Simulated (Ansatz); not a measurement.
Write a Python script for the Ansatz DFT code, driven from Python that makes a formation energy from the elements of CaMg3 and its elements. Use (first run): LDA, PAW, cutoff 460 eV, 9×9×3 k-points, cold smearing of 0.1 eV.

`run_formation.py`
```python
"""Is CaMg3 bound against its elements, after relaxing atoms and volume at fixed cell shape."""

from collections import Counter
import warnings

import ansatz as az
import numpy as np
import pandas as pd

PHASES = {
    "CaMg3": (
        [(3.40907, 0.0, 0.0), (-1.70454, 2.95234, 0.0), (0.0, 0.0, 10.88068)],
        [
            ("Ca", (0.0, 0.0, 0.5)),
            ("Mg", (0.0, 0.0, 0.0)),
            ("Mg", (2 / 3, 1 / 3, 0.76455)),
            ("Mg", (2 / 3, 1 / 3, 0.23545)),
        ],
    ),
    "Ca": (
        [(0.0, 2.7942, 2.7942), (2.7942, 0.0, 2.7942), (2.7942, 2.7942, 0.0)],
        [
            ("Ca", (0.0, 0.0, 0.0)),
        ],
    ),
    "Mg": (
        [(3.2093, 0.0, 0.0), (-1.60465, 2.77934, 0.0), (0.0, 0.0, 5.2103)],
        [
            ("Mg", (1 / 3, 2 / 3, 0.25)),
            ("Mg", (2 / 3, 1 / 3, 0.75)),
        ],
    ),
}


def build(vectors, sites):
    crystal = az.Crystal(lattice=az.Lattice.of(vectors))
    for symbol, position in sites:
        crystal = crystal.atom(symbol, position)
    return crystal


def run_phase(name, crystal):
    calc = (
        crystal.calculation()
        .eigensolver("auto", full_accuracy=True)
        .scf(algorithm="density_mixing")
        .functional("lda")
        .mixing("anderson", preconditioner="kerker_dos")
        .basis(460)  # plane waves up to this kinetic energy
        .kpoints(spacing=0.26)  # the mesh must be finer for metals
        .occupations("cold", width=0.1)
        .stress()  # GPa
    )
    calc = calc.relax(force_tolerance=0.03, fix_cell=["shape"])
    return calc.run()


def counts(outcome):
    return Counter(site.symbol for site in outcome.lattice.sites)

def formation_energy(outcome, mu):
    n = counts(outcome)
    return (outcome.report["energy_sigma0_ev"] - sum(k * mu[element] for element, k in n.items())) / sum(n.values())


def volume_per_atom(outcome):
    return abs(np.linalg.det(outcome.lattice.cell_ang)) / len(outcome.lattice.sites)

warnings.simplefilter("ignore")

phases = {name: build(*cell) for name, cell in PHASES.items()}

done = {}
for name, crystal in phases.items():
    done[name] = run_phase(name, crystal)
    print(f"{name}: {done[name].report['energy_sigma0_ev']:.4f} eV, {len(done[name].lattice.sites)} atoms")

# chemical potentials of the elements at zero temperature
references = {"Ca": "Ca", "Mg": "Mg"}
mu = {element: done[name].report["energy_sigma0_ev"] / len(done[name].lattice.sites) for element, name in references.items()}

target = done["CaMg3"]
heat = formation_energy(target, mu)
rows = [(name, len(o.lattice.sites), volume_per_atom(o), formation_energy(o, mu)) for name, o in done.items()]
print(pd.DataFrame(rows, columns=["phase", "atoms", "V (A^3/atom)", "E_form (eV/atom)"]).round(4).to_string(index=False))
```

```console
$ python run_formation.py
CaMg3: -7477.1331 eV, 4 atoms
Ca: -1772.6062 eV, 1 atoms
Mg: -3803.2005 eV, 2 atoms
phase  atoms  V (A^3/atom)  E_form (eV/atom)
CaMg3      4       25.5305            0.0685
   Ca      1       37.8610            0.0000
   Mg      2       21.5717            0.0000
```

Notes:
- These settings explore the input space; cutoff and mesh may be short of convergence.
- For the metals among these phases the mesh is modest: differences between phases can be off by up to 40 meV an atom.
- Atoms and volume are relaxed with the cell's shape held, which in cells of lower than cubic symmetry can hide stresses and shift volumes.
- The cells come from databases of deposited and of computed structures, and not all need be stable phases.
- The compound is the structure given, not necessarily its lowest; energies are at zero temperature, with no correction for gases. A semilocal functional's error on such energies is often 0.05 to 0.1 eV an atom, and 0.1 to 0.3 eV against gases such as O2 or F2.
- Run time: 55 s on 1 thread of Arm Neoverse V2 (shared host), peak memory 0.44 GiB.
